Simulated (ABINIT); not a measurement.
A run of ABINIT 10.8.3 (patched build) is set up as follows.

run.abi

```
pp_dirpath "./"
pseudos "Sn.upf, Se.upf"

acell 3*1.0 Angstrom
rprim
     3.8110000000     0.0000000000     0.0000000000
    -1.9055000000     3.3004228138     0.0000000000
     0.0000000000     0.0000000000     6.1360000000
ntypat 2
znucl 50 34
natom 3
typat 1 2 2
xred
     0.0000000000     0.0000000000     0.0000000000
     0.6666666667     0.3333333333     0.7510000000
     0.3333333333     0.6666666667     0.2490000000

ecut 48.0

kptopt 1
ngkpt 6 6 4
nshiftk 1
shiftk 0.0 0.0 0.0

ixc 7

nband 42
occopt 3
tsmear 0.00183747

nstep 100
tolvrs 1.0e-10

iomode 3
prtwf 0
prtden 0
prteig 0
prtebands 0
```

Potentials or basis: PseudoDojo NC SR LDA v0.4 stringent.

Launch:

```sh
$ mpirun --bind-to none -np 4 abinit run.abi > log 2>&1
```

(1) What does it give for the pressure?

(2) Predict the largest force.

(3) Predict the band gap on the k mesh.

Answers

(1) -0.6 GPa.

(2) 0.487 eV/Å.

(3) 0.69 eV, indirect (least direct gap 0.88 eV).

Caveat: spin-orbit coupling is left out, which moves the levels of the heavy elements.
